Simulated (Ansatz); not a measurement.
# ClFH4O2Si2: one species, many methods

An exercise on one series of results from a longer session: the logs are not shown, and one member is left open.

The runs use Ansatz 0.2.0, Gaussian basis; functionals in def2-TZVPP, the program's frozen cores in correlated methods.

Levels to be run: PBE-D4, r2SCAN-D4, PBE0-D4, B3LYP-D4, ωB97X-V, ωB97M-V, B2PLYP; CCSD(T)/def2-TZVPP; MP2/def2-QZVPP; extrapolation to the limit.

## The geometry

An earlier PBE0-D4 in a triple-zeta def2 set relaxation fixed the geometry.

SMILES `O[Si](F)(Cl)O[SiH3]`, 10 atoms, charge 0, spin multiplicity 1.

Atoms are counted from 1 here; the program's logs count them from 0.

Bond lengths: O1–Si2 1.614 Å, O1–H7 0.959 Å, Si2–F3 1.583 Å, Si2–Cl4 2.021 Å, Si2–O5 1.605 Å, O5–Si6 1.646 Å, Si6–H8 1.483 Å, Si6–H9 1.482 Å, Si6–H10 1.483 Å. Angles: Si2–O1–H7 118.6°, O1–Si2–F3 110.5°, O1–Si2–Cl4 107.4°, O1–Si2–O5 111.9°, F3–Si2–Cl4 107.7°, F3–Si2–O5 107.9°, Cl4–Si2–O5 111.5°, Si2–O5–Si6 148.1°, O5–Si6–H8 109.7°, O5–Si6–H9 107.4°, O5–Si6–H10 109.5°, H8–Si6–H9 110.3°, H8–Si6–H10 109.9°, H9–Si6–H10 110.0°.

Set-up of the first run:

in.yaml reads:

```yaml
crystal:
  periodic: [false, false, false]
  atoms:
    - {symbol: O, position_ang: [-0.451791, -2.453167, -0.431577]}
    - {symbol: Si, position_ang: [0.131066, -1.219914, 0.430976]}
    - {symbol: F, position_ang: [-0.394979, -1.289078, 1.922048]}
    - {symbol: Cl, position_ang: [2.142327, -1.414169, 0.479800]}
    - {symbol: O, position_ang: [-0.308238, 0.197026, -0.180464]}
    - {symbol: Si, position_ang: [0.003304, 1.804469, -0.345135]}
    - {symbol: H, position_ang: [-1.378816, -2.445803, -0.675446]}
    - {symbol: H, position_ang: [1.440821, 2.005804, -0.648887]}
    - {symbol: H, position_ang: [-0.831779, 2.305283, -1.461682]}
    - {symbol: H, position_ang: [-0.351915, 2.509561, 0.910358]}
basis:
  gaussian: {orbitals: def2-TZVPP}
hamiltonian: {xc: pbe, dispersion: d4}
output: {forces: true, orbitals: {seedname: orbitals}}
```

Launch:

```
$ ansatz run in.yaml --threads 2 --pin off --events-out ev --progress --plain --max-ram 31744MiB --backend cuda --devices 0, --max-vram 18GiB
```

Steps of the session up to this table: PBE-D4 (GGA); r2SCAN-D4 (meta-GGA); PBE0-D4 (hybrid); B3LYP-D4 (hybrid); ωB97X-V (range-separated); ωB97M-V (range-separated); B2PLYP (double hybrid); CCSD(T) in def2-TZVPP; MP2 in def2-QZVPP.

One table of the session follows, with a row left open; its other results are not shown here.

```
            method  atomisation energy (kJ/mol)
            PBE-D4                       3861.8
         r2SCAN-D4                            ?
           PBE0-D4                       3797.5
          B3LYP-D4                       3826.0
           ωB97X-V                       3876.1
           ωB97M-V                       3874.4
            B2PLYP                       3808.7
     HF/def2-TZVPP                       2855.4
    MP2/def2-TZVPP                       3879.5
   CCSD/def2-TZVPP                       3708.0
CCSD(T)/def2-TZVPP                       3762.7
           MP2/CBS                       4005.9
       CCSD(T)/CBS                       3889.1
```

Q: Estimate the row for r2SCAN-D4 from the others.

The run gave: atomisation energy (kJ/mol): 3867.1. In the column «atomisation energy (kJ/mol)» it lies between PBE-D4 (3861.8) and ωB97M-V (3874.4).
